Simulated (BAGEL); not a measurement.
**AlF3 (SMILES F[Al](F)F) at HF/6-31G(d) (density fitting with cc-pvqz-jkfit, spherical functions)**

Aim: the energy change on altering one bond length of AlF3 at HF/6-31G* (density fitting with cc-pvqz-jkfit, spherical functions), from 2 runs. 

Program for the calculation: BAGEL 1.2.2.

2 further runs of the same task are left out: 1 that didn't finish, 1 set aside as unsound or not needed.

### 1 Starting point

AlF3 has 4 atoms, charge 0, and is taken as a singlet. As SMILES, `F[Al](F)F`. The shape is that of a PBE0-D4/def2-TZVP optimisation.

Bond lengths: F1–Al2 1.629 Å, Al2–F3 1.629 Å, Al2–F4 1.629 Å. Angles: F1–Al2–F3 120.0°, F1–Al2–F4 120.0°, F3–Al2–F4 120.0°.

### 2 A single-point energy at HF/6-31G(d) (density fitting with cc-pvqz-jkfit, spherical functions)

Input file job.json:

```json
{ "bagel" : [

{
  "title" : "molecule",
  "basis" : "6-31gs.json",
  "df_basis" : "cc-pvqz-jkfit",
  "angstrom" : "true",
  "geometry" : [
    { "atom" : "F", "xyz" : [       0.859410,      -0.722590,       1.180170 ] },
    { "atom" : "Al", "xyz" : [       0.000000,      -0.000010,       0.000000 ] },
    { "atom" : "F", "xyz" : [      -1.440740,      -0.612530,      -0.450110 ] },
    { "atom" : "F", "xyz" : [       0.581330,       1.335130,      -0.730040 ] }
  ]
},

{
  "title" : "hf"
},

{
  "title" : "print",
  "file" : "orbitals.molden",
  "orbitals" : "true"
}

]}
```

The basis set 6-31G* is read from a file made from the Basis Set Exchange's data (not shown).

The run is started by

```sh
$ BAGEL_NUM_THREADS=1 BAGEL job.json > job.out
```

The log of the run:

```text
* using 1 threads per process

  ===============================================================
  ===============================================================

  *** Geometry ***

  { "atom" : "F", "xyz" : [      1.624050,     -1.365497,      2.230198 ] },
  { "atom" : "Al", "xyz" : [      0.000000,     -0.000019,      0.000000 ] },
  { "atom" : "F", "xyz" : [     -2.722604,     -1.157514,     -0.850585 ] },
  { "atom" : "F", "xyz" : [      1.098554,      2.523030,     -1.379576 ] },

  Number of auxiliary basis functions:      466

  Since a DF basis is specified, we compute 2- and 3-index integrals:
    o Being stored without compression. Storage requirement is 0.013 GB

  Number of basis functions:       60
  Number of electrons      :       40

    * METHOD: MOLECULE                             0.12

  *** RHF ***

  === Nuclear Repulsion ===
   159.6005261539

      * DIIS with orbital gradients will be used.

  === RHF iteration (6-31gs.json) ===
      0       -540.13756397          0.03367894           0.03
      1       -540.32518201          0.02199450           0.02
      2       -540.44443951          0.00063234           0.02
      3       -540.44465687          0.00011570           0.02
      4       -540.44466583          0.00002729           0.02
      5       -540.44466637          0.00000399           0.02
      6       -540.44466638          0.00000042           0.02
      7       -540.44466638          0.00000006           0.02
      8       -540.44466638          0.00000001           0.02
      9       -540.44466638          0.00000000           0.02
    * SCF iteration converged.

    * Permanent dipole moment:
           (    0.000000,     0.000047,     0.000023) a.u.

    * METHOD: HF                                   0.30

    * METHOD: PRINT                                0.00

  ===============================================================
```

Run time: 0.68 s. Hardware: 1 thread of Intel Xeon 6975P-C (Granite Rapids), shared host; peak memory 0.081 GiB.

### 3 The distorted shape at the same level

Input file hf.json:

```json
{ "bagel" : [

{
  "title" : "molecule",
  "basis" : "6-31gs.json",
  "df_basis" : "cc-pvqz-jkfit",
  "angstrom" : true,
  "geometry" : [
    { "atom" : "F", "xyz" : [    1.579744,   -0.416345,    1.405214 ] },
    { "atom" : "Al", "xyz" : [    0.720334,    0.306235,    0.225044 ] },
    { "atom" : "F", "xyz" : [   -1.440740,   -0.612530,   -0.450110 ] },
    { "atom" : "F", "xyz" : [    1.301664,    1.641375,   -0.504996 ] }
  ]
},
{
  "title" : "hf",
  "charge" : 0
},
{
  "title" : "print",
  "file" : "orbitals.molden",
  "orbitals" : true
}

]}
```

The basis set 6-31G* is read from a file made from the Basis Set Exchange's data (not shown).

The run is started by

```sh
$ BAGEL_NUM_THREADS=1 BAGEL hf.json > hf.out
```

The log of the run:

```text
* using 1 threads per process

  ===============================================================
  ===============================================================

  *** Geometry ***

  { "atom" : "F", "xyz" : [      2.985284,     -0.786778,      2.655470 ] },
  { "atom" : "Al", "xyz" : [      1.361234,      0.578700,      0.425272 ] },
  { "atom" : "F", "xyz" : [     -2.722604,     -1.157514,     -0.850585 ] },
  { "atom" : "F", "xyz" : [      2.459788,      3.101749,     -0.954304 ] },

  Number of auxiliary basis functions:      466

  Since a DF basis is specified, we compute 2- and 3-index integrals:
    o Being stored without compression. Storage requirement is 0.013 GB

  Number of basis functions:       60
  Number of electrons      :       40

    * METHOD: MOLECULE                             0.12

  *** RHF ***

  === Nuclear Repulsion ===
   140.6945857669

      * DIIS with orbital gradients will be used.

  === RHF iteration (6-31gs.json) ===
      0       -539.91472268          0.03518528           0.02
      1       -540.08858300          0.02740822           0.02
      2       -540.29448813          0.00216653           0.02
      3       -540.29616538          0.00087512           0.02
      4       -540.29658907          0.00026424           0.02
      5       -540.29666915          0.00007902           0.02
      6       -540.29667664          0.00001345           0.02
      7       -540.29667681          0.00000220           0.02
      8       -540.29667681          0.00000067           0.02
      9       -540.29667681          0.00000025           0.02
     10       -540.29667681          0.00000011           0.02
     11       -540.29667681          0.00000003           0.02
     12       -540.29667681          0.00000001           0.02
    * SCF iteration converged.

    * Permanent dipole moment:
           (   -1.118565,    -0.475505,    -0.349435) a.u.

    * METHOD: HF                                   0.35

    * METHOD: PRINT                                0.00

  ===============================================================
```

It took 0.74 s on 1 thread of Intel Xeon 6975P-C (Granite Rapids), shared host; peak memory 0.081 GiB.

### 4 Summary of results

Level: HF/6-31G* (density fitting with cc-pvqz-jkfit, spherical functions).

| quantity | value |
| --- | --- |
| first shape: total energy | -540.44467 Eh |
| first shape: dipole moment | 0.00 D |
| first shape: HOMO energy | -16.91 eV |
| first shape: LUMO energy | 1.76 eV |
| first shape: HOMO–LUMO gap | 18.67 eV |
| distorted shape: total energy | -540.29668 Eh |
| distorted shape: dipole moment | 3.21 D |
| distorted shape: HOMO energy | -13.25 eV |
| distorted shape: LUMO energy | -0.21 eV |
| distorted shape: HOMO–LUMO gap | 13.03 eV |
| energy change with the Al2–F3 bond stretched from 1.629 to 2.443 Å | 4.027 eV |

**Reading.** With the Al2–F3 bond stretched from 1.629 to 2.443 Å the energy rises by 4.03 eV (389 kJ/mol). The first shape isn't relaxed at this level, so the change isn't measured from a minimum.
